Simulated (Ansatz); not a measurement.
# KMgF3: relaxation and properties

An exercise on one series of results from a longer session: the logs are not shown, and one member is left open.

Program: Ansatz 0.2.0. Level of theory: DFT r2SCAN, scalar-relativistic, plane waves, PAW. These are calculated values, not measurements.

## Starting point

It takes space group Pm-3m (No. 221, cubic). The conventional cell has a = 3.986 Å, b = 3.986 Å, c = 3.986 Å, α = 90.00°, β = 90.00°, γ = 90.00°. Around K (site symmetry m-3m) lie 12 F at 2.82 Å. Mg (site symmetry m-3m) has 6 F at 1.99 Å as nearest neighbours. F (site symmetry 4/mmm) has 2 Mg at 1.99 Å and 4 K at 2.82 Å as nearest neighbours.

Structure file:

```
CELL_PARAMETERS angstrom
3.98590 0.00000 0.00000
0.00000 3.98590 0.00000
0.00000 0.00000 3.98590
ATOMIC_POSITIONS crystal
K 0.50000 0.50000 0.50000
Mg 0.00000 0.00000 0.00000
F 0.50000 0.00000 0.00000
F 0.00000 0.50000 0.00000
F 0.00000 0.00000 0.50000
```

Source of the structure: the Crystallography Open Database.

Set-up of the first run:

(A quick probe on a coarse mesh, which set the mesh and smearing, is not shown.)

input.yaml reads:

```yaml
crystal:
  lattice:
    - [3.9859, 0.0, 0.0]
    - [0.0, 3.9859, 0.0]
    - [0.0, 0.0, 3.9859]
  atoms:
    - { symbol: K, position: [0.5, 0.5, 0.5] }
    - { symbol: Mg, position: [0.0, 0.0, 0.0] }
    - { symbol: F, position: [0.5, 0.0, 0.0] }
    - { symbol: F, position: [0.0, 0.5, 0.0] }
    - { symbol: F, position: [0.0, 0.0, 0.5] }
basis:
  ecutwfc: 500
kpoints:
  mp_grid: { grid: [6, 6, 6] }
hamiltonian:
  xc: r2scan
scf:
  occupations: { method: gaussian, width: 0.02 }
output:
  forces: true
  stress: true
  eigenvalues: true
relax:
  adjacent_minimum: "off"
  f_tol: 0.005
  max_steps: 80
  cell: { stress_tol: 0.05 }
```

Started as:

```sh
ansatz run input.yaml --threads 2 --pin off --max-ram 5120MiB --backend cpu --events-out ev --progress --plain --runs-dir out
```

Steps of the session up to this table: The relaxation; The cell scaled to 0.97 of its volume; Point at V/V0 = 1.03; The cell scaled to 0.94 of its volume; Volume × 1.06; Volume × 0.91; Point at V/V0 = 1.10; Volume × 0.88.

One of the session's tables, all rows but one given; the rest of the session is left out.

It belongs to the step «Equation of state». 

```
volume (Å³/atom)  energy above the lowest point (meV/atom)  pressure (GPa)  gap on the mesh (eV)
          11.103                                      55.9           13.30                  9.39
          11.481                                         ?               ?                     ?
          11.860                                      12.4            5.55                  8.81
          12.238                                       2.9            2.55                  8.54
          12.617                                       0.0            0.00                  8.30
          12.995                                       2.6           -2.15                  8.07
          13.374                                       9.9           -3.99                  7.85
          13.878                                      25.8           -6.00                  7.59
```

Q: Estimate the row for volume (Å³/atom) = 11.481 from the others.

Worked estimate for «energy above the lowest point (meV/atom)». A straight line through the neighbours (11.103, 55.9) and (11.860, 12.4) gives 55.9 + (12.4 − 55.9) × (11.481 − 11.103) / (11.860 − 11.103) = 34.2; a parabola fitted to 3 rows on both sides gives 30.1.

The run gave: energy above the lowest point (meV/atom): 29.6; pressure (GPa): 9.10; gap on the mesh (eV): 9.09. In «energy above the lowest point (meV/atom)» the line misses by +4.6 and the parabola by +0.5.
